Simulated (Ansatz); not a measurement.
# CHBrF− (SMILES F[CH-]Br): single points off equilibrium

An exercise on one series of results from a longer session: the logs are not shown, and one member is left open.

The runs use Ansatz 0.2.0, Gaussian basis; single points in def2-TZVPPD.

Correlated methods freeze the cores. Filled d shells of the heavier atoms are correlated.

**The starting structure**

SMILES `F[CH-]Br`, 4 atoms, charge -1, spin multiplicity 1.

Atoms are counted from 1 here; the program's logs count them from 0.

Bond lengths: C2–Br3 1.933 Å, C2–H4 0.897 Å. Angles: Br3–C2–H4 110.6°.

As a file:

```xyz
4
charge -1, multiplicity 1
F    -0.2095   -1.0527    0.9290
C     0.4151   -0.1699   -0.2360
Br   -1.0342    0.9133   -0.9175
H     1.0307    0.3431    0.1666
```

The first run:

The input, run/in.yaml:

```yaml
crystal:
  periodic: [false, false, false]
  atoms:
    - {symbol: F, position_ang: [-0.209500, -1.052700, 0.929000]}
    - {symbol: C, position_ang: [0.415100, -0.169900, -0.236000]}
    - {symbol: Br, position_ang: [-1.034200, 0.913300, -0.917500]}
    - {symbol: H, position_ang: [1.030700, 0.343100, 0.166600]}
basis:
  gaussian: {orbitals: "def2-TZVPPD.json"}
total_charge: -1
correlation: {method: ccsd_t}
output: {forces: true}
```

The basis file named in the input lies beside it (Basis Set Exchange, JSON).

No record of the launch command was kept for these runs.

Steps of the session up to this table: CCSD(T)/def2-TZVPPD; PBE0-D4/def2-TZVPPD; wB97M-V/def2-TZVPPD; r2SCAN-D4/def2-TZVPPD; PBE-D4/def2-TZVPPD; B97M-V/def2-TZVPPD; r2SCANh-D4/def2-TZVPPD.

One of the session's tables, all rows but one given; the rest of the session is left out.

```
    method  RMS force component (eV/Å)  angle to CCSD(T) forces (°)
   CCSD(T)                       5.149                    reference
   PBE0-D4                       5.187                          1.4
   wB97M-V                       5.066                          0.7
 r2SCAN-D4                       5.131                          0.5
    PBE-D4                           ?                            ?
    B97M-V                       5.069                          0.6
r2SCANh-D4                       5.134                          0.5
```

**Question.** Estimate the row for PBE-D4.

The run gave: RMS force component (eV/Å): 5.182; angle to CCSD(T) forces (°): 1.4. In the column «RMS force component (eV/Å)» it lies between CCSD(T) (5.149) and PBE0-D4 (5.187).

To keep in mind: The anion's highest level is positive in at least one run, so there the basis alone may hold the extra electron.
